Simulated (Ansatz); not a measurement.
# AlSiNH8 (SMILES [AlH3-][NH2+][SiH3]): wB97M-V/def2-SVP

Aim: the electronic atomisation energy of AlSiNH8 at wB97M-V/def2-SVP, from 5 runs. 

The results are computed with Ansatz 0.2.0.

53 further runs of the same task are left out: 1 that didn't finish, 52 set aside as unsound or not needed.

**1. The structure to begin with**

AlSiNH8: 11 atoms, total charge 0, spin state singlet. As SMILES, `[AlH3-][NH2+][SiH3]`. Geometry: relaxed at PBE0-D4/def2-TZVP.

Bond lengths: Al1–N2 2.069 Å, N2–Si3 1.792 Å, Al1–H4 1.609 Å, Al1–H5 1.602 Å, Al1–H6 1.601 Å, N2–H7 1.016 Å, N2–H8 1.016 Å, Si3–H9 1.487 Å, Si3–H10 1.476 Å, Si3–H11 1.475 Å. Some angles: Al1–N2–Si3 109.4°, Al1–N2–H7 107.3°, Al1–N2–H8 107.7°, Si3–N2–H7 112.7°, Si3–N2–H8 112.4°, N2–Al1–H4 97.1°, N2–Al1–H5 100.0°, N2–Al1–H6 101.1°, N2–Si3–H9 108.4°, N2–Si3–H10 107.2°.

**2. A single-point energy at wB97M-V/def2-SVP**

in.yaml

```yaml
crystal:
  periodic: [false, false, false]
  atoms:
    - {symbol: Al, position_ang: [-0.900100, 1.211100, -0.740800]}
    - {symbol: N, position_ang: [-0.028300, 0.143500, 0.802700]}
    - {symbol: Si, position_ang: [0.876200, -1.248700, 0.128600]}
    - {symbol: H, position_ang: [-0.721100, 0.091900, -1.882400]}
    - {symbol: H, position_ang: [0.093800, 2.465300, -0.806700]}
    - {symbol: H, position_ang: [-2.377200, 1.435300, -0.165100]}
    - {symbol: H, position_ang: [0.566700, 0.786500, 1.316700]}
    - {symbol: H, position_ang: [-0.768500, -0.144800, 1.435900]}
    - {symbol: H, position_ang: [1.651500, -1.882900, 1.228300]}
    - {symbol: H, position_ang: [1.794800, -0.716800, -0.896700]}
    - {symbol: H, position_ang: [-0.122500, -2.197400, -0.400100]}
basis:
  gaussian: {orbitals: def2-SVP}
hamiltonian: {xc: {name: wB97M-V}}
accuracy: high
output: {orbitals: {seedname: orbitals}}
```

Command:

```sh
$ ansatz run in.yaml --threads 1 --pin off --max-ram 3480MiB --events-out events.jsonl --progress --plain --runs-dir runs
```

The program printed:

```text
Warning: RAYON_NUM_THREADS=1 ignored (pool sized by the plan → 1); use --threads N
Functional definition: wB97M-V
  name "wB97M-V"
  parameter omega = 0.3/bohr
  parameter cx = 0.15
  parameter cx01 = 1.007
  parameter cx10 = 0.259
  parameter css00 = 0.443
  parameter css04 = -1.437
  parameter css10 = -4.535
  parameter css20 = -3.390
  parameter css43 = 4.278
  parameter cos00 = 1.000
  parameter cos10 = 1.358
  parameter cos20 = 2.924
  parameter cos21 = -8.812
  parameter cos60 = -1.390
  parameter cos61 = 9.142
  parameter b = 6.0
  parameter c = 0.01
  gx(w, u) = 1 - cx + cx01*u + cx10*w
  gss(w, u) = css00 + css04*u^4 + css10*w + css20*w^2 + css43*w^4*u^3
  gos(w, u) = cos00 + cos10*w + (cos20 + cos21*u)*w^2 + (cos60 + cos61*u)*w^6
  exchange = spin_sum(e_x_unif_sr(omega)*gx(b97_w, b97_u_x)) + cx*exact_x_sr(omega) + exact_x_lr(omega)
  correlation = spin_sum(e_c_pw_mod_same_spin*gss(b97_w, b97_u_same))
      + integral(e_c_pw_mod_opposite_spin*gos(b97_w_opposite, b97_u_opposite)) + vv10(b, c)
2083 factors; integrals over basis functions are off by at most 3.8e-9 eV
426 factors; integrals over basis functions are off by at most 2.5e-9 eV
mean field evaluation 1: about -16084.7725 eV, gradient 3.3e1 eV
mean field evaluation 2: about -16085.3537 eV, gradient 3.0e1 eV
mean field evaluation 4: about -16087.1357 eV, gradient 4.0e-1 eV
mean field evaluation 8: about -16087.2317 eV, gradient 1.8e-2 eV
mean field evaluation 16: about -16087.2317 eV, gradient 7.4e-6 eV
mean field -16087.23169721 eV, -591.1948605552 hartree, gradient 4.6e-8 eV, S^2 0.000000; 0 other end points of the search recorded, 0 dependent functions left out
reference -16087.23170268 eV, -591.1948607561 hartree; 21, 21 occupied and 69, 69 virtual orbitals, 2083 factors
Total energy: -16087.23170268 eV, -591.1948607561 hartree
```

Run time: 74 s. Hardware: 1 thread of Intel Xeon Platinum 8488C (Sapphire Rapids), shared host; peak memory 0.66 GiB.

**3. The Al atom at the same level**

in.yaml

```yaml
crystal:
  periodic: [false, false, false]
  atoms:
    - {symbol: Al, position_ang: [0.000000, 0.000000, 0.000000]}
basis:
  gaussian: {orbitals: def2-SVP}
magnetization: {spin_polarized: true, initial_magnetization: 1}
hamiltonian: {xc: {name: wB97M-V}}
accuracy: high
```

Command:

```sh
$ ansatz run in.yaml --threads 1 --pin off --max-ram 3480MiB --events-out events.jsonl --progress --plain --runs-dir runs
```

The program printed, shortened:

```text
Warning: RAYON_NUM_THREADS=1 ignored (pool sized by the plan → 1); use --threads N
[... 2 set-up lines as earlier in the session ...]
[...]
  gx(w, u) = 1 - cx + cx01*u + cx10*w
  gss(w, u) = css00 + css04*u^4 + css10*w + css20*w^2 + css43*w^4*u^3
  gos(w, u) = cos00 + cos10*w + (cos20 + cos21*u)*w^2 + (cos60 + cos61*u)*w^6
[...]
      + integral(e_c_pw_mod_opposite_spin*gos(b97_w_opposite, b97_u_opposite)) + vv10(b, c)
142 factors; integrals over basis functions are off by at most 1.6e-9 eV
72 factors; integrals over basis functions are off by at most 1.8e-9 eV
[...]
mean field -6592.31616188 eV, -242.2631505166 hartree, gradient 9.4e-8 eV, S^2 0.750463; 0 other end points of the search recorded, 0 dependent functions left out
reference -6592.31616393 eV, -242.2631505922 hartree; 7, 6 occupied and 11, 12 virtual orbitals, 142 factors
Total energy: -6592.31616393 eV, -242.2631505922 hartree
```

Run time: 4.8 s. Hardware: 1 thread of Intel Xeon Platinum 8488C (Sapphire Rapids), shared host; peak memory 0.28 GiB.

**4. The H atom**

molecule.yaml

```yaml
basis:
  gaussian: {orbitals: def2-SVP}
crystal:
  periodic: [false, false, false]
  atoms:
    - symbol: H
      position_ang: [0.000000, 0.000000, 0.000000]
total_charge: 0
magnetization: {spin_polarized: true, initial_magnetization: 1}
hamiltonian: {xc: {name: wB97M-V}}
accuracy: high
```

Run the same way, it converges to -0.49171 Eh (log not shown).

**5. The N atom at the same level**

molecule.yaml

```yaml
basis:
  gaussian: {orbitals: def2-SVP}
crystal:
  periodic: [false, false, false]
  atoms:
    - {symbol: "N", position_ang: [0.000000, 0.000000, 0.000000]}
accuracy: high
hamiltonian: {xc: {name: wB97M-V}}
magnetization: {spin_polarized: true, initial_magnetization: 3}
```

Run the same way, it converges to -54.52542 Eh (log not shown).

**6. The Si atom, same level**

input.yaml

```yaml
crystal:
  periodic: [false, false, false]
  atoms:
    - {symbol: Si, position_ang: [0.000000, 0.000000, 0.000000]}
basis:
  gaussian: {orbitals: def2-SVP}
magnetization: {spin_polarized: true, initial_magnetization: 2}
hamiltonian: {xc: {name: wB97M-V}}
accuracy: high
```

Command:

```sh
$ ansatz run input.yaml --threads 1 --pin off --max-ram 3480MiB --events-out events.jsonl --progress --plain --runs-dir runs
```

The program printed, shortened:

```text
Warning: RAYON_NUM_THREADS=1 ignored (pool sized by the plan → 1); use --threads N
[... 2 set-up lines as earlier in the session ...]
[...]
  gx(w, u) = 1 - cx + cx01*u + cx10*w
  gss(w, u) = css00 + css04*u^4 + css10*w + css20*w^2 + css43*w^4*u^3
  gos(w, u) = cos00 + cos10*w + (cos20 + cos21*u)*w^2 + (cos60 + cos61*u)*w^6
[...]
      + integral(e_c_pw_mod_opposite_spin*gos(b97_w_opposite, b97_u_opposite)) + vv10(b, c)
134 factors; integrals over basis functions are off by at most 2.5e-9 eV
71 factors; integrals over basis functions are off by at most 1.1e-9 eV
[...]
mean field -7871.01194090 eV, -289.2543536645 hartree, gradient 1.8e-9 eV, S^2 2.000757; 0 other end points of the search recorded, 0 dependent functions left out
reference -7871.01194291 eV, -289.2543537385 hartree; 8, 6 occupied and 10, 12 virtual orbitals, 134 factors
Total energy: -7871.01194291 eV, -289.2543537385 hartree
```

Wall time 4.2 s (1 thread of Intel Xeon Platinum 8488C (Sapphire Rapids), shared host); peak memory 0.24 GiB.

**7. Outcome**

Level: wB97M-V/def2-SVP.

| quantity | value |
| --- | --- |
| molecule: total energy | -591.19486 Eh |
| molecule: HOMO energy | -9.61 eV |
| molecule: LUMO energy | 1.40 eV |
| molecule: HOMO–LUMO gap | 11.02 eV |
| Al atom: total energy | -242.26315 Eh |
| Al atom: ⟨S²⟩ | 0.750 |
| H atom: total energy | -0.49171 Eh |
| H atom: ⟨S²⟩ | 0.750 |
| N atom: total energy | -54.52542 Eh |
| N atom: ⟨S²⟩ | 3.753 |
| Si atom: total energy | -289.25435 Eh |
| Si atom: ⟨S²⟩ | 2.001 |
| electronic atomisation energy | 33.150 eV |

Taking the molecule apart into free atoms costs 33.15 eV (3198 kJ/mol), before zero-point energy and without spin-orbit coupling.
